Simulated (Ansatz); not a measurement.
# TmP2: the cost of one run

Program: Ansatz 0.2.0. Level of theory: DFT PBE, scalar-relativistic, plane waves, PAW; 4f electrons in the core of a trivalent norm-conserving potential. These are calculated values, not measurements.

## Step 1: Starting point

It takes space group Fd-3m (No. 227, cubic). The conventional cell has a = 8.102 Å, b = 8.102 Å, c = 8.102 Å, α = 90.00°, β = 90.00°, γ = 90.00°. Tm (site symmetry -43m) is surrounded by 12 P at 3.36 Å and 4 Tm at 3.51 Å. P (site symmetry -3m) has 6 P at 2.86 Å and 6 Tm at 3.36 Å in its first shell of neighbours.

As a file:

```
CELL_PARAMETERS angstrom
0.00000 4.05090 4.05090
4.05090 0.00000 4.05090
4.05090 4.05090 0.00000
ATOMIC_POSITIONS crystal
Tm 0.50000 0.50000 0.50000
Tm 0.75000 0.75000 0.75000
P 0.62500 0.12500 0.12500
P 0.12500 0.12500 0.12500
P 0.12500 0.12500 0.62500
P 0.12500 0.62500 0.12500
```

The cell is invented: species swapped into a database cell of YRh2 (Fd-3m, No. 227), with Tm on the Y sites and P on the Rh sites. Its size is a rough estimate.

## Step 2: The guess as it stands, on a coarse mesh

Contents of input.yaml:

```yaml
crystal:
  lattice:
    - [0.0, 4.05089543, 4.05089543]
    - [4.05089543, 0.0, 4.05089543]
    - [4.05089543, 4.05089543, 0.0]
  atoms:
    - { symbol: Tm, position: [0.5, 0.5, 0.5] }
    - { symbol: Tm, position: [0.75, 0.75, 0.75] }
    - { symbol: P, position: [0.625, 0.125, 0.125] }
    - { symbol: P, position: [0.125, 0.125, 0.125] }
    - { symbol: P, position: [0.125, 0.125, 0.625] }
    - { symbol: P, position: [0.125, 0.625, 0.125] }
basis:
  ecutwfc: 690
kpoints:
  mp_grid: { grid: [4, 4, 4] }
hamiltonian:
  xc: pbe
  pseudopotentials:
    kind: paw
    azcp: { Tm: "pseudopotentials/pbe/nc/lanthanide_3plus/Tm.nc.azcp" }
scf:
  occupations: { method: gaussian, width: 0.1 }
  lower_state_search: "off"
output:
  forces: true
  stress: true
  eigenvalues: true
```

Command:

```sh
$ ansatz run input.yaml --threads 1 --pin off --max-ram 2560MiB --backend cpu --events-out ev --progress --plain --runs-dir out
```

Q: Estimate wall time and peak memory on 1 thread of Intel Xeon at 2.50GHz (Skylake/Cascade Lake), shared host.

About 11 s, with a peak of 0.44 GiB.
